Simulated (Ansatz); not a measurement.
# Ge5Br: the cost of one run

Computed with Ansatz 0.2.0 (DFT PBE, scalar-relativistic, plane waves, PAW, unless a step's input says otherwise).

## Step 1: Starting point

It takes space group P3m1 (No. 156, trigonal). Conventional cell: a = 5.838 Å, b = 5.838 Å, c = 9.147 Å, α = 90.00°, β = 90.00°, γ = 120.00°. Ge (site symmetry 3m) is surrounded by 1 Ge at 1.25 Å. Ge (site symmetry m) has 1 Br at 1.59 Å as nearest neighbours. Br (site symmetry 3m) has 3 Ge at 1.59 Å as nearest neighbours.

As a file:

```cif
data_structure
_symmetry_space_group_name_H-M 'P3m1'
_symmetry_Int_Tables_number 156
_cell_length_a 5.8378
_cell_length_b 5.8378
_cell_length_c 9.1471
_cell_angle_alpha 90.000
_cell_angle_beta 90.000
_cell_angle_gamma 120.000
_cell_volume 269.97
loop_
_atom_site_label
_atom_site_type_symbol
_atom_site_symmetry_multiplicity
_atom_site_Wyckoff_symbol
_atom_site_fract_x
_atom_site_fract_y
_atom_site_fract_z
_atom_site_occupancy
Ge1 Ge 1 c 0.66667 0.33333 0.95653 1
Ge2 Ge 3 d 0.44912 0.55088 0.24973 1
Ge3 Ge 1 c 0.66667 0.33333 0.81953 1
Br1 Br 1 b 0.33333 0.66667 0.36751 1
```

A structure generator made this guess: random cell by space group and Wyckoff sites (P3m1, No. 156). The dimensions are guesses.

## Step 2: The guess as it stands, on a coarse mesh

File input.yaml:

```yaml
crystal:
  lattice:
    - [5.83777552, 0.0, 0.0]
    - [-2.91888776, 5.05566191, 0.0]
    - [0.0, 0.0, 9.14708161]
  atoms:
    - { symbol: Ge, position: [0.66666667, 0.33333333, 0.95653293] }
    - { symbol: Ge, position: [0.44911915, 0.55088085, 0.24972991] }
    - { symbol: Ge, position: [0.44911915, 0.89823831, 0.24972991] }
    - { symbol: Ge, position: [0.10176169, 0.55088085, 0.24972991] }
    - { symbol: Ge, position: [0.66666667, 0.33333333, 0.81953026] }
    - { symbol: Br, position: [0.33333333, 0.66666667, 0.36751371] }
basis:
  ecutwfc: 420
kpoints:
  mp_grid: { grid: [3, 3, 2] }
hamiltonian:
  xc: pbe
scf:
  occupations: { method: gaussian, width: 0.1 }
  lower_state_search: "off"
output:
  forces: true
  stress: true
  eigenvalues: true
```

Launch:

```console
> ansatz run input.yaml --threads 1 --pin off --max-ram 2560MiB --backend cpu --events-out ev --progress --plain --runs-dir out
```

What time and memory should one allow on 1 thread of Intel Xeon Platinum 8259CL at 2.50GHz (Skylake/Cascade Lake), shared host?

About 10 s, with a peak of 0.48 GiB.
